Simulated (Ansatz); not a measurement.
# NbSi (CsCl type): the cost of one run

Method: DFT, LDA, PAW with Ansatz's default frozen-core files, scalar-relativistic, in Ansatz 0.2.0.

3 further runs of the same task are left out: 3 that didn't finish. Runs told in other sessions of the task aren't counted.

## 1. Starting point

It takes space group Pm-3m (No. 221, cubic). Conventional cell: a = 2.972 Å, b = 2.972 Å, c = 2.972 Å, α = 90.00°, β = 90.00°, γ = 90.00°. Around Nb (site symmetry m-3m) lie 8 Si at 2.57 Å. Around Si (site symmetry m-3m) lie 8 Nb at 2.57 Å.

As a file:

```
CELL_PARAMETERS angstrom
2.97247 0.00000 0.00000
0.00000 2.97247 0.00000
0.00000 0.00000 2.97247
ATOMIC_POSITIONS crystal
Nb 0.00000 0.00000 0.00000
Si 0.50000 0.50000 0.50000
```

Whether this phase is the stable one at these pressures isn't tested.

Atoms are numbered in the order of the input: Nb1, Si2.

## 2. Cell relaxed at zero pressure, PAW

Contents of input.yaml:

```yaml
crystal:
  lattice:
    - [2.9724696115, 0.0, 0.0]
    - [0.0, 2.9724696115, 0.0]
    - [0.0, 0.0, 2.9724696115]
  atoms:
    - { symbol: Nb, position: [0.0, 0.0, 0.0] }
    - { symbol: Si, position: [0.5, 0.5, 0.5] }
kpoints:
  mp_grid: { grid: [14, 14, 14] }
scf:
  occupations: { method: fermi_dirac, width: 0.1 }
hamiltonian:
  xc: lda
  pseudopotentials: { kind: paw }
output:
  forces: true
  stress: true
relax:
  f_tol: 0.005
  max_steps: 40
  cell: {}
```

Started as:

```
$ ansatz run input.yaml --threads 1 --pin off --max-ram 2048MiB --backend cpu --events-out ev --progress --plain --runs-dir out
```

What time and memory should one allow on 1 thread of AMD EPYC 9R45 (Zen 5), shared host?

About 5.1 s, with a peak of 0.41 GiB.
